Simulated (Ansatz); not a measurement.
**PtSb (rocksalt): equation of state and elastic constants**

The task here is to estimate one member of a computed series from the others.

Program: Ansatz 0.2.0. Level of theory: DFT PBEsol, scalar-relativistic, plane waves, PAW. These are calculated values, not measurements.

## The starting structure

The structure is cubic, space group Fm-3m (No. 225). The conventional cell has a = 5.473 Å, b = 5.473 Å, c = 5.473 Å, α = 90.00°, β = 90.00°, γ = 90.00°. Pt (site symmetry m-3m) is surrounded by 6 Sb at 2.74 Å. Around Sb (site symmetry m-3m) lie 6 Pt at 2.74 Å.

As a file:

```
Pt Sb
1.0
     0.00000    2.73625    2.73625
     2.73625    0.00000    2.73625
     2.73625    2.73625    0.00000
Pt Sb
1 1
Direct
  0.50000 0.50000 0.50000
  0.00000 0.00000 0.00000
```

An earlier run at PBEsol left this cell at 20.487 Å³/atom and 0.08 GPa (10×10×10 mesh).

Volume factors to run: 0.980, 1.020, 0.960, 1.040.

Set-up of the first run:

input.yaml reads:

```yaml
crystal:
  lattice:
    - [0.0, 2.7178887775, 2.7178887775]
    - [2.7178887775, 0.0, 2.7178887775]
    - [2.7178887775, 2.7178887775, 0.0]
  atoms:
    - { symbol: Pt, position: [0.5, 0.5, 0.5] }
    - { symbol: Sb, position: [0.0, 0.0, 0.0] }
basis:
  ecutwfc: 420
  ecutrho_ratio: 4
kpoints:
  mp_grid: { grid: [10, 10, 10] }
hamiltonian:
  xc: pbesol
scf:
  occupations: { method: gaussian, width: 0.05 }
output:
  forces: true
  stress: true
  eigenvalues: true
```

Among the steps run: Scaling the volume by 0.980; Volume × 1.020; Scaling the volume by 0.960; Volume × 1.040.

One of the session's tables, all rows but one given; the rest of the session is left out.

It belongs to the step «Energy and pressure against volume». 

```
volume (Å³/atom)  energy (meV/atom)  pressure (GPa)
          19.667              16.08            6.41
          20.077               3.97            3.06
          20.487               0.00            0.08
          20.896                  ?               ?
          21.306              12.83           -4.89
```

Q: Estimate the row for volume (Å³/atom) = 20.896 from the others.

Worked estimate for «energy (meV/atom)». A straight line through the neighbours (20.487, 0.00) and (21.306, 12.83) gives 0.00 + (12.83 − 0.00) × (20.896 − 20.487) / (21.306 − 20.487) = 6.41; a parabola fitted to 3 rows on both sides gives 2.95.

As computed: energy (meV/atom): 3.23; pressure (GPa): -2.56. In «energy (meV/atom)» the line misses by +3.18 and the parabola by -0.28.
